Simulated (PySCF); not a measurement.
**[ReO3F]−: other functionals and bases at one geometry**

How far do other levels of theory move the description of [ReO3F]−, and what does each cost? The species was built from a template and needn't be a known compound.

Program: PySCF 2.14.0. Level of theory: several levels, as the steps say, no spin–orbit coupling. These are calculated values, not measurements.

1 further run of the same task is left out (for a known fault of the program).

## Step 1: Where the work starts

5 atoms, charge -1, spin multiplicity 2.

Bond lengths: Re1–O2 1.746 Å, Re1–O3 1.756 Å, Re1–O4 1.756 Å, Re1–F5 1.955 Å. Angles: O2–Re1–O3 106.6°, O2–Re1–O4 106.6°, O2–Re1–F5 135.2°, O3–Re1–O4 121.9°, O3–Re1–F5 94.3°, O4–Re1–F5 94.3°.

As a file:

```xyz
5
FO3Re
Re    0.0418    0.0618    0.0943
O     1.1780    0.7596    1.2222
O    -1.1838   -0.7493    1.0558
O     0.9928   -0.7919   -1.1104
F    -1.2372    0.7694   -1.2044
```

Formal oxidation states: Re +6. An earlier session relaxed this geometry at PBE, Re def2-SVP with ECP60, O def2-SVP, F def2-SVP (doublet, point group Cs).

At PBE on the finer grid: E = -403.504788 Eh, HOMO 0.95 eV, LUMO 1.91 eV (over both spins), ⟨S²⟩ = 0.752, Mulliken charge on Re1 +0.67 e, largest force component 0.014 eV/Å. The highest filled level lies above zero; it isn't the detachment energy.

Levels to run: PBE0; r2SCAN; CAM-B3LYP; TPSS; PBE, TZVP; PBE, x2c-SVP. Hardware: 2 threads of Arm Neoverse V1, shared host.

## Step 2: PBE0

The input, run.py (the lines that set the calculation):

```python
mol = gto.M(atom='''
Re     0.04180     0.06179     0.09429
O      1.17803     0.75959     1.22223
O     -1.18383    -0.74930     1.05583
O      0.99282    -0.79192    -1.11040
F     -1.23720     0.76939    -1.20441''',
    basis={'Re': 'def2-SVP', 'O': 'def2-SVP', 'F': 'def2-SVP'},
    ecp={'Re': 'def2-SVP'},
    charge=-1, spin=1)
mf = dft.UKS(mol, xc='PBE0')
mf.grids.atom_grid = (75, 302)
mf = mf.density_fit()  # fitting sets: Re def2-universal-JKFIT, O def2-universal-JKFIT, F def2-universal-JKFIT
mf.conv_tol = 1e-08; mf.max_cycle = 55
mf.kernel(dm0)  # dm0: the density of the relaxed state
```

Launch:

```bash
> OMP_NUM_THREADS=2 python run.py
```

The program printed:

```text
init E= -403.381182567718
  HOMO = -0.0130571744808  LUMO = 0.105365438712  gap/eV = 3.22244
cycle= 1 E= -403.379927104749  delta_E= 0.00126  |g|= 0.141  |ddm|= 0.23
  HOMO = -0.045204987473  LUMO = 0.0713667385412  gap/eV = 3.17208
cycle= 2 E= -403.311889741143  delta_E= 0.068  |g|= 0.444  |ddm|= 0.426
  HOMO = -0.027706729655  LUMO = 0.0941620094496  gap/eV = 3.31622
cycle= 3 E= -403.387730679423  delta_E= -0.0758  |g|= 0.0328  |ddm|= 0.308
  HOMO = -0.0255824499771  LUMO = 0.0965139024139  gap/eV = 3.32241
cycle= 4 E= -403.388132658408  delta_E= -0.000402  |g|= 0.00624  |ddm|= 0.0262
  HOMO = -0.0247011359698  LUMO = 0.097937911395  gap/eV = 3.33718
cycle= 5 E= -403.388147269673  delta_E= -1.46e-05  |g|= 0.00377  |ddm|= 0.00882
  HOMO = -0.0248730063713  LUMO = 0.0980816644329  gap/eV = 3.34577
cycle= 6 E= -403.388148844955  delta_E= -1.58e-06  |g|= 0.00416  |ddm|= 0.00682
  HOMO = -0.0251103842789  LUMO = 0.0980242623301  gap/eV = 3.35066
cycle= 7 E= -403.388156692576  delta_E= -7.85e-06  |g|= 0.000417  |ddm|= 0.00396
  HOMO = -0.0251198395937  LUMO = 0.0981035455102  gap/eV = 3.35308
cycle= 8 E= -403.388157243644  delta_E= -5.51e-07  |g|= 0.000195  |ddm|= 0.00251
  HOMO = -0.0251221734322  LUMO = 0.0981076243023  gap/eV = 3.35325
cycle= 9 E= -403.388157321087  delta_E= -7.74e-08  |g|= 9.91e-05  |ddm|= 0.000792
  HOMO = -0.0251162264351  LUMO = 0.0981087208702  gap/eV = 3.35312
cycle= 10 E= -403.38815733925  delta_E= -1.82e-08  |g|= 0.000143  |ddm|= 0.00055
  HOMO = -0.0251144397022  LUMO = 0.0981082241192  gap/eV = 3.35306
cycle= 11 E= -403.38815735087  delta_E= -1.16e-08  |g|= 3.05e-05  |ddm|= 0.000212
  HOMO = -0.025114631661  LUMO = 0.0981052302448  gap/eV = 3.35298
cycle= 12 E= -403.388157352807  delta_E= -1.94e-09  |g|= 8.91e-06  |ddm|= 0.000155
  HOMO = -0.0251144915334  LUMO = 0.0981051243637  gap/eV = 3.35298
Extra cycle  E= -403.388157352951  delta_E= -1.45e-10  |g|= 1.27e-05  |ddm|= 3.32e-05
converged SCF energy = -403.388157352951  <S^2> = 0.75468143  2S+1 = 2.004676
```

It took 6.3 s on 2 threads of Arm Neoverse V1, shared host.

It gives: E = -403.388157 Eh, HOMO -0.68 eV, LUMO 2.67 eV (over both spins), ⟨S²⟩ = 0.755, Mulliken charge on Re1 +0.93 e, largest force component 0.850 eV/Å. 

## Step 3: r2SCAN

Changes to run.py (the lines that set the calculation) since step 2:

```diff
@@ -9,3 +9,3 @@
     charge=-1, spin=1)
-mf = dft.UKS(mol, xc='PBE0')
+mf = dft.UKS(mol, xc='R2SCAN')
 mf.grids.atom_grid = (75, 302)
```

Launch:

```bash
> OMP_NUM_THREADS=2 python run.py
```

The program printed:

```text
init E= -403.649779279884
  HOMO = 0.0214002951361  LUMO = 0.0782318769008  gap/eV = 1.54647
cycle= 1 E= -403.647069537723  delta_E= 0.00271  |g|= 0.119  |ddm|= 0.225
  HOMO = 0.00413556739456  LUMO = 0.0583066004241  gap/eV = 1.47407
cycle= 2 E= -403.559435859267  delta_E= 0.0876  |g|= 0.488  |ddm|= 0.413
  HOMO = 0.0177497410836  LUMO = 0.0761430033952  gap/eV = 1.58896
cycle= 3 E= -403.652108775939  delta_E= -0.0927  |g|= 0.0407  |ddm|= 0.332
  HOMO = 0.0180881901226  LUMO = 0.076614171005  gap/eV = 1.59257
cycle= 4 E= -403.652738693377  delta_E= -0.00063  |g|= 0.00565  |ddm|= 0.0328
  HOMO = 0.0180084682792  LUMO = 0.07677157818  gap/eV = 1.59903
cycle= 5 E= -403.652717564562  delta_E= 2.11e-05  |g|= 0.00906  |ddm|= 0.0098
  HOMO = 0.018100699291  LUMO = 0.0769801664607  gap/eV = 1.60219
cycle= 6 E= -403.652752457815  delta_E= -3.49e-05  |g|= 0.000547  |ddm|= 0.00666
  HOMO = 0.0181635380961  LUMO = 0.0770901120224  gap/eV = 1.60347
cycle= 7 E= -403.652752582746  delta_E= -1.25e-07  |g|= 0.000201  |ddm|= 0.000661
  HOMO = 0.018136660552  LUMO = 0.0770908911901  gap/eV = 1.60423
cycle= 8 E= -403.652752589595  delta_E= -6.85e-09  |g|= 0.000222  |ddm|= 0.00047
  HOMO = 0.0181374238014  LUMO = 0.0770936464644  gap/eV = 1.60428
cycle= 9 E= -403.652752608271  delta_E= -1.87e-08  |g|= 8.24e-05  |ddm|= 0.000226
  HOMO = 0.0181423741683  LUMO = 0.0771000770655  gap/eV = 1.60432
cycle= 10 E= -403.652752611595  delta_E= -3.32e-09  |g|= 1.42e-05  |ddm|= 8.29e-05
  HOMO = 0.0181387815814  LUMO = 0.077095657311  gap/eV = 1.60430
Extra cycle  E= -403.652752611647  delta_E= -5.22e-11  |g|= 1.87e-05  |ddm|= 3.19e-05
converged SCF energy = -403.652752611647  <S^2> = 0.75341391  2S+1 = 2.003411
```

Wall time 9.2 s (2 threads of Arm Neoverse V1, shared host).

Read off: E = -403.652753 Eh, HOMO 0.49 eV, LUMO 2.10 eV (over both spins), ⟨S²⟩ = 0.753, Mulliken charge on Re1 +0.89 e, largest force component 0.365 eV/Å. The highest filled level lies above zero; it isn't the detachment energy.

## Step 4: CAM-B3LYP

Changes to run.py (the lines that set the calculation) since step 3:

```diff
@@ -9,3 +9,3 @@
     charge=-1, spin=1)
-mf = dft.UKS(mol, xc='R2SCAN')
+mf = dft.UKS(mol, xc='CAMB3LYP')
 mf.grids.atom_grid = (75, 302)
```

Launch:

```bash
> OMP_NUM_THREADS=2 python run.py
```

The program printed:

```text
init E= -403.571714079451
  HOMO = -0.0574596451389  LUMO = 0.146194670778  gap/eV = 5.54172
cycle= 1 E= -403.568671772232  delta_E= 0.00304  |g|= 0.183  |ddm|= 0.239
  HOMO = -0.0957063796346  LUMO = 0.104582382777  gap/eV = 5.45013
cycle= 2 E= -403.507065116868  delta_E= 0.0616  |g|= 0.447  |ddm|= 0.451
  HOMO = -0.0774152303198  LUMO = 0.131023521316  gap/eV = 5.67191
cycle= 3 E= -403.581523444078  delta_E= -0.0745  |g|= 0.0249  |ddm|= 0.307
  HOMO = -0.0760912523817  LUMO = 0.132874453858  gap/eV = 5.68625
cycle= 4 E= -403.58176147005  delta_E= -0.000238  |g|= 0.00692  |ddm|= 0.0214
  HOMO = -0.0759489850696  LUMO = 0.134306336073  gap/eV = 5.72134
cycle= 5 E= -403.581813410826  delta_E= -5.19e-05  |g|= 0.00282  |ddm|= 0.0202
  HOMO = -0.0766965386106  LUMO = 0.134007515828  gap/eV = 5.73355
cycle= 6 E= -403.581824292979  delta_E= -1.09e-05  |g|= 0.00213  |ddm|= 0.0094
  HOMO = -0.0768197943356  LUMO = 0.13402761432  gap/eV = 5.73745
cycle= 7 E= -403.581827922054  delta_E= -3.63e-06  |g|= 0.00132  |ddm|= 0.00405
  HOMO = -0.0767671244168  LUMO = 0.134209979467  gap/eV = 5.74098
cycle= 8 E= -403.581830728211  delta_E= -2.81e-06  |g|= 0.00037  |ddm|= 0.00521
  HOMO = -0.07674733807  LUMO = 0.134239184446  gap/eV = 5.74124
cycle= 9 E= -403.581831317005  delta_E= -5.89e-07  |g|= 0.000171  |ddm|= 0.00216
  HOMO = -0.0767473577567  LUMO = 0.134233419333  gap/eV = 5.74108
cycle= 10 E= -403.581831508429  delta_E= -1.91e-07  |g|= 9.75e-05  |ddm|= 0.00153
  HOMO = -0.0767494840982  LUMO = 0.134226707442  gap/eV = 5.74095
cycle= 11 E= -403.581831541982  delta_E= -3.36e-08  |g|= 8.21e-05  |ddm|= 0.000655
  HOMO = -0.0767496622189  LUMO = 0.134225217817  gap/eV = 5.74092
cycle= 12 E= -403.581831549186  delta_E= -7.2e-09  |g|= 3.7e-05  |ddm|= 0.000188
  HOMO = -0.0767481107779  LUMO = 0.134225527762  gap/eV = 5.74089
Extra cycle  E= -403.581831551162  delta_E= -1.98e-09  |g|= 6.44e-05  |ddm|= 0.00014
converged SCF energy = -403.581831551162  <S^2> = 0.75537596  2S+1 = 2.0053688
```

Wall time 7.7 s (2 threads of Arm Neoverse V1, shared host).

Read off: E = -403.581832 Eh, HOMO -2.09 eV, LUMO 3.65 eV (over both spins), ⟨S²⟩ = 0.755, Mulliken charge on Re1 +0.89 e, largest force component 0.887 eV/Å. 

## Step 5: TPSS

Changes to run.py (the lines that set the calculation) since step 4:

```diff
@@ -9,3 +9,3 @@
     charge=-1, spin=1)
-mf = dft.UKS(mol, xc='CAMB3LYP')
+mf = dft.UKS(mol, xc='TPSS')
 mf.grids.atom_grid = (75, 302)
```

Launch:

```bash
> OMP_NUM_THREADS=2 python run.py
```

The program printed:

```text
init E= -403.805611828108
  HOMO = 0.0328267493273  LUMO = 0.0752716055303  gap/eV = 1.15498
cycle= 1 E= -403.802589272507  delta_E= 0.00302  |g|= 0.102  |ddm|= 0.132
  HOMO = 0.0187035010282  LUMO = 0.0590318034806  gap/eV = 1.09739
cycle= 2 E= -403.726327218969  delta_E= 0.0763  |g|= 0.454  |ddm|= 0.376
  HOMO = 0.0306610684484  LUMO = 0.0732958885615  gap/eV = 1.16015
cycle= 3 E= -403.806409986226  delta_E= -0.0801  |g|= 0.0288  |ddm|= 0.309
  HOMO = 0.0307431146423  LUMO = 0.0734176605074  gap/eV = 1.16123
cycle= 4 E= -403.806718667152  delta_E= -0.000309  |g|= 0.00451  |ddm|= 0.0236
  HOMO = 0.0304629774494  LUMO = 0.0732123198822  gap/eV = 1.16327
cycle= 5 E= -403.806707312229  delta_E= 1.14e-05  |g|= 0.00683  |ddm|= 0.00732
  HOMO = 0.0304699240434  LUMO = 0.0732403172868  gap/eV = 1.16384
cycle= 6 E= -403.806726567028  delta_E= -1.93e-05  |g|= 0.000875  |ddm|= 0.00497
  HOMO = 0.0306031381922  LUMO = 0.0733864787588  gap/eV = 1.16419
cycle= 7 E= -403.806726926357  delta_E= -3.59e-07  |g|= 0.000117  |ddm|= 0.000944
  HOMO = 0.0306024064932  LUMO = 0.073392975851  gap/eV = 1.16439
cycle= 8 E= -403.806726913341  delta_E= 1.3e-08  |g|= 0.000223  |ddm|= 0.000269
  HOMO = 0.0306017949314  LUMO = 0.0733935358894  gap/eV = 1.16442
cycle= 9 E= -403.806726933462  delta_E= -2.01e-08  |g|= 5.27e-05  |ddm|= 0.0002
  HOMO = 0.0306010678749  LUMO = 0.0733938088716  gap/eV = 1.16445
cycle= 10 E= -403.806726934725  delta_E= -1.26e-09  |g|= 1.12e-05  |ddm|= 4.89e-05
  HOMO = 0.030600043017  LUMO = 0.0733923658915  gap/eV = 1.16444
Extra cycle  E= -403.806726934285  delta_E= 4.41e-10  |g|= 3.57e-05  |ddm|= 3.4e-05
converged SCF energy = -403.806726934285  <S^2> = 0.75230588  2S+1 = 2.0023046
```

It took 9.2 s on 2 threads of Arm Neoverse V1, shared host.

Read off: E = -403.806727 Eh, HOMO 0.83 eV, LUMO 2.00 eV (over both spins), ⟨S²⟩ = 0.752, Mulliken charge on Re1 +0.80 e, largest force component 0.078 eV/Å. The highest filled level lies above zero; it isn't the detachment energy.

## Step 6: PBE, TZVP

Basis: Re def2-TZVP with ECP60, O def2-TZVP, F def2-TZVP. 

The input, run.py (the lines that set the calculation):

```python
mol = gto.M(atom='''
Re     0.04180     0.06179     0.09429
O      1.17803     0.75959     1.22223
O     -1.18383    -0.74930     1.05583
O      0.99282    -0.79192    -1.11040
F     -1.23720     0.76939    -1.20441''',
    basis={'Re': 'def2-TZVP', 'O': 'def2-TZVP', 'F': 'def2-TZVP'},
    ecp={'Re': 'def2-TZVP'},
    charge=-1, spin=1)
mf = dft.UKS(mol, xc='PBE')
mf.grids.atom_grid = (75, 302)
mf = mf.density_fit()  # fitting sets: Re def2-universal-JKFIT, O def2-universal-JKFIT, F def2-universal-JKFIT
mf.conv_tol = 1e-08; mf.max_cycle = 55
mf.kernel(dm0)  # dm0: free metal ions and neutral atoms
```

Launch:

```bash
> OMP_NUM_THREADS=2 python run.py
```

The program printed:

```text
init E= -418.057498970252
  HOMO = 0.161263981128  LUMO = 0.164845723887  gap/eV = 0.09746
cycle= 1 E= -400.276097848554  delta_E= 17.8  |g|= 3.27  |ddm|= 3.34
  HOMO = -0.14762149996  LUMO = -0.140071394698  gap/eV = 0.20545
cycle= 2 E= -395.368186476013  delta_E= 4.91  |g|= 4.98  |ddm|= 4.19
  HOMO = -0.0409875721328  LUMO = -0.0398233672913  gap/eV = 0.03168
cycle= 3 E= -400.007341390549  delta_E= -4.64  |g|= 3.09  |ddm|= 3.53
  HOMO = 0.0643393411815  LUMO = 0.07062062361  gap/eV = 0.17092
cycle= 4 E= -403.30825486782  delta_E= -3.3  |g|= 1.25  |ddm|= 2.45
  HOMO = 0.0218655678523  LUMO = 0.0507259649018  gap/eV = 0.78533
cycle= 5 E= -403.602305288734  delta_E= -0.294  |g|= 0.926  |ddm|= 0.991
  HOMO = 0.0271539357759  LUMO = 0.0575449961233  gap/eV = 0.82698
cycle= 6 E= -403.804544996444  delta_E= -0.202  |g|= 0.553  |ddm|= 0.719
  HOMO = 0.0268154493121  LUMO = 0.0624824188512  gap/eV = 0.97055
cycle= 7 E= -403.924047382423  delta_E= -0.12  |g|= 0.117  |ddm|= 0.345
  HOMO = 0.020068821993  LUMO = 0.0565264007911  gap/eV = 0.99206
cycle= 8 E= -403.927814279228  delta_E= -0.00377  |g|= 0.0584  |ddm|= 0.0825
  HOMO = 0.0265857427188  LUMO = 0.0634972722257  gap/eV = 1.00441
cycle= 9 E= -403.929208358692  delta_E= -0.00139  |g|= 0.00907  |ddm|= 0.0491
  HOMO = 0.0258853234311  LUMO = 0.0629153402746  gap/eV = 1.00764
cycle= 10 E= -403.929226824657  delta_E= -1.85e-05  |g|= 0.00507  |ddm|= 0.00712
  HOMO = 0.0259437018414  LUMO = 0.0630053908235  gap/eV = 1.00850
cycle= 11 E= -403.929225934203  delta_E= 8.9e-07  |g|= 0.00529  |ddm|= 0.005
  HOMO = 0.0259950014932  LUMO = 0.0630777025464  gap/eV = 1.00907
cycle= 12 E= -403.92923663654  delta_E= -1.07e-05  |g|= 0.00117  |ddm|= 0.00314
  HOMO = 0.0260601623885  LUMO = 0.0631727216149  gap/eV = 1.00988
cycle= 13 E= -403.929237170107  delta_E= -5.34e-07  |g|= 0.00021  |ddm|= 0.000693
  HOMO = 0.0260697194153  LUMO = 0.0631903188547  gap/eV = 1.01010
cycle= 14 E= -403.929237187591  delta_E= -1.75e-08  |g|= 2.94e-05  |ddm|= 0.000149
  HOMO = 0.0260680506628  LUMO = 0.0631906044232  gap/eV = 1.01016
cycle= 15 E= -403.929237188171  delta_E= -5.8e-10  |g|= 1.6e-05  |ddm|= 4.63e-05
  HOMO = 0.0260661255961  LUMO = 0.0631893247714  gap/eV = 1.01017
Extra cycle  E= -403.92923718739  delta_E= 7.81e-10  |g|= 5.04e-05  |ddm|= 4.13e-05
converged SCF energy = -403.92923718739  <S^2> = 0.75200523  2S+1 = 2.0020042
```

It took 16 s on 2 threads of Arm Neoverse V1, shared host.

Result: E = -403.929237 Eh, HOMO 0.71 eV, LUMO 1.72 eV (over both spins), ⟨S²⟩ = 0.752, Mulliken charge on Re1 +1.06 e, largest force component 0.149 eV/Å. The highest filled level lies above zero; it isn't the detachment energy.

## Step 7: PBE, x2c-SVP

Basis: Re x2c-SVPall, O x2c-SVPall, F x2c-SVPall. All electrons are treated, with the spin-free X2C Hamiltonian.

The input, run.py (the lines that set the calculation):

```python
mol = gto.M(atom='''
Re     0.04180     0.06179     0.09429
O      1.17803     0.75959     1.22223
O     -1.18383    -0.74930     1.05583
O      0.99282    -0.79192    -1.11040
F     -1.23720     0.76939    -1.20441''',
    basis={'Re': 'x2c-SVPall', 'O': 'x2c-SVPall', 'F': 'x2c-SVPall'},
    nucmod='G',
    charge=-1, spin=1)
mf = dft.UKS(mol, xc='PBE')
mf.grids.atom_grid = (99, 590)
mf = mf.density_fit()  # fitting sets: Re AutoAux, O AutoAux, F AutoAux
mf = mf.sfx2c1e()
mf.conv_tol = 1e-08; mf.max_cycle = 55
mf.kernel(dm0)  # dm0: free metal ions and neutral atoms
```

Launch:

```bash
> OMP_NUM_THREADS=2 python run.py
```

The program printed:

```text
init E= -17033.1836095417
  HOMO = 0.173784605055  LUMO = 0.176923595827  gap/eV = 0.08542
cycle= 1 E= -17014.4751377769  delta_E= 18.7  |g|= 3.12  |ddm|= 4.06
  HOMO = -0.124578271973  LUMO = -0.120220334491  gap/eV = 0.11859
cycle= 2 E= -17009.8999434125  delta_E= 4.58  |g|= 4.09  |ddm|= 5.28
  HOMO = -0.0212587112117  LUMO = -0.018701096262  gap/eV = 0.06960
cycle= 3 E= -17011.797273707  delta_E= -1.9  |g|= 3.77  |ddm|= 5.03
  HOMO = 0.0129577922767  LUMO = 0.0205370305096  gap/eV = 0.20624
cycle= 4 E= -17017.7569344045  delta_E= -5.96  |g|= 1.11  |ddm|=  3.2
  HOMO = 0.080310158507  LUMO = 0.0980180127187  gap/eV = 0.48186
cycle= 5 E= -17017.3266319128  delta_E= 0.43  |g|= 1.45  |ddm|= 1.85
  HOMO = 0.0247154449196  LUMO = 0.0529708017599  gap/eV = 0.76887
cycle= 6 E= -17018.2794928658  delta_E= -0.953  |g|= 0.206  |ddm|= 1.38
  HOMO = 0.0146695022104  LUMO = 0.0467853545639  gap/eV = 0.87392
cycle= 7 E= -17018.2870985793  delta_E= -0.00761  |g|= 0.135  |ddm|= 0.216
  HOMO = 0.0296693524564  LUMO = 0.0631478941229  gap/eV = 0.91100
cycle= 8 E= -17018.2931163663  delta_E= -0.00602  |g|= 0.0521  |ddm|= 0.146
  HOMO = 0.0265105106444  LUMO = 0.0603038792695  gap/eV = 0.91956
cycle= 9 E= -17018.2942474471  delta_E= -0.00113  |g|= 0.0121  |ddm|= 0.042
  HOMO = 0.0261977364815  LUMO = 0.060075897669  gap/eV = 0.92187
cycle= 10 E= -17018.2942722858  delta_E= -2.48e-05  |g|= 0.00917  |ddm|= 0.0082
  HOMO = 0.0261879554951  LUMO = 0.060089184651  gap/eV = 0.92250
cycle= 11 E= -17018.2942912981  delta_E= -1.9e-05  |g|= 0.00626  |ddm|= 0.00833
  HOMO = 0.0262543313022  LUMO = 0.0602001770083  gap/eV = 0.92371
cycle= 12 E= -17018.2943073586  delta_E= -1.61e-05  |g|= 0.0011  |ddm|= 0.00436
  HOMO = 0.0262775697525  LUMO = 0.0602211078398  gap/eV = 0.92365
cycle= 13 E= -17018.2943078769  delta_E= -5.18e-07  |g|= 0.000206  |ddm|= 0.000976
  HOMO = 0.0262615735763  LUMO = 0.0602034587567  gap/eV = 0.92361
cycle= 14 E= -17018.2943078918  delta_E= -1.49e-08  |g|= 4.39e-05  |ddm|= 0.000156
  HOMO = 0.0262611648213  LUMO = 0.0602017198995  gap/eV = 0.92357
cycle= 15 E= -17018.2943078924  delta_E= -6.22e-10  |g|= 2.13e-05  |ddm|= 3.35e-05
  HOMO = 0.0262629278649  LUMO = 0.0602031322012  gap/eV = 0.92356
Extra cycle  E= -17018.2943078874  delta_E= 4.99e-09  |g|= 0.000111  |ddm|= 9.4e-05
converged SCF energy = -17018.2943078874  <S^2> = 0.75169032  2S+1 = 2.0016896
```

Run time: 35 s. Hardware: 2 threads of Arm Neoverse V1, shared host.

It gives: E = -17018.294308 Eh, HOMO 0.71 eV, LUMO 1.64 eV (over both spins), ⟨S²⟩ = 0.752, Mulliken charge on Re1 +0.50 e, largest force component 0.571 eV/Å. The highest filled level lies above zero; it isn't the detachment energy.

## Step 8: All levels side by side

| level | state | HOMO (eV) | gap (eV) | charge on Re1 (e) | dipole (D) | largest force (eV/Å) | basis functions | time |
| --- | --- | --- | --- | --- | --- | --- | --- | --- |
| PBE (relaxed here) | doublet | 0.95 | 0.96 | 0.67 | 0.65 | 0.01 | 88 | 14 s |
| PBE0 | doublet | -0.68 | 3.35 | 0.93 | 0.91 | 0.85 | 88 | 6.3 s |
| r2SCAN | doublet | 0.49 | 1.60 | 0.89 | 0.81 | 0.36 | 88 | 9.2 s |
| CAM-B3LYP | doublet | -2.09 | 5.74 | 0.89 | 0.95 | 0.89 | 88 | 7.7 s |
| TPSS | doublet | 0.83 | 1.16 | 0.80 | 0.74 | 0.08 | 88 | 9.2 s |
| PBE, TZVP | doublet | 0.71 | 1.01 | 1.06 | 0.71 | 0.15 | 164 | 16 s |
| PBE, x2c-SVP | doublet | 0.71 | 0.92 | 0.50 | 0.70 | 0.57 | 122 | 35 s |

Times are on 2 threads of Arm Neoverse V1, shared host; the first row also made further properties. The dipole of a charged species depends on the origin, so these sizes hold for this origin alone.

In one basis the HOMO–LUMO gap runs from 0.96 eV (PBE) to 5.74 eV (CAM-B3LYP). The largest leftover force, 0.89 eV/Å with CAM-B3LYP, stands at a geometry relaxed at another level. The Mulliken charge on Re spans +0.50 to +1.06 e over the levels. Total energies of different levels can't be compared. Spin–orbit coupling is left out throughout.
